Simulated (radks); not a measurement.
# Mo²⁺ in [Ar] 3d10 4s1.75 4p6 4d4 5d0.25: an all-electron calculation

The task here is to estimate one member of a computed series from the others.

Program: radks (a radial shooting solver on a logarithmic mesh, Libxc functionals) version 1. Level of theory: scalar-relativistic Kohn-Sham, PBE, spin-unpolarised, spherical densities, finite nucleus. These are calculated values, not measurements, unless marked.

## What is computed

```
element            : molybdenum (Z = 42)
charge             : +2
electrons          : 40
configuration      : [Ar] 3d10 4s1.75 4p6 4d4 5d0.25
nuclear rms radius : 4.4091 fm
```

The first run:

Input:

```text
Z 42
configuration [Ar] 3d10 4s1.75 4p6 4d4 5d0.25 5s0 5p0 4f0 6d0
relativity scalar-relativistic
functional pbe,pbe
spin unpolarised
nucleus finite rms 4.4091 fm
c 137.035999084
```

Steps of the session up to this table: Self-consistent calculation.

One table of the session follows, with a row left open; its other results are not shown here.

It belongs to the step «Shells». Radial moments (bohr):

| level | <r> | outermost maximum (interpolated) | 90 % within | nodes |
| --- | --- | --- | --- | --- |
| 1s | 0.03517 | 0.0229 | 0.0630 | 0 |
| 2s | 0.1537 | 0.130 | 0.237 | 1 |
| 2p | ? | ? | ? | ? |
| 3s | 0.4288 | 0.384 | 0.633 | 2 |
| 3p | 0.4305 | 0.377 | 0.650 | 1 |
| 3d | 0.4151 | 0.323 | 0.664 | 0 |
| 4s | 1.101 | 0.987 | 1.60 | 3 |
| 4p | 1.221 | 1.07 | 1.81 | 2 |
| 4d | 1.686 | 1.33 | 2.64 | 1 |
| 5s | 2.898 | 2.58 | 4.19 | 4 |
| 5p | 3.486 | 3.09 | 5.07 | 3 |
| 5d | 5.269 | 4.76 | 7.66 | 2 |
| 4f | 6.195 | 5.50 | 9.23 | 0 |

Q: Estimate the row for 2p from the others.

The run gave: <r>: 0.1339; outermost maximum (interpolated): 0.104; 90 % within: 0.218; nodes: 0. In the column «<r>» it lies between 1s (0.03517) and 2s (0.1537).
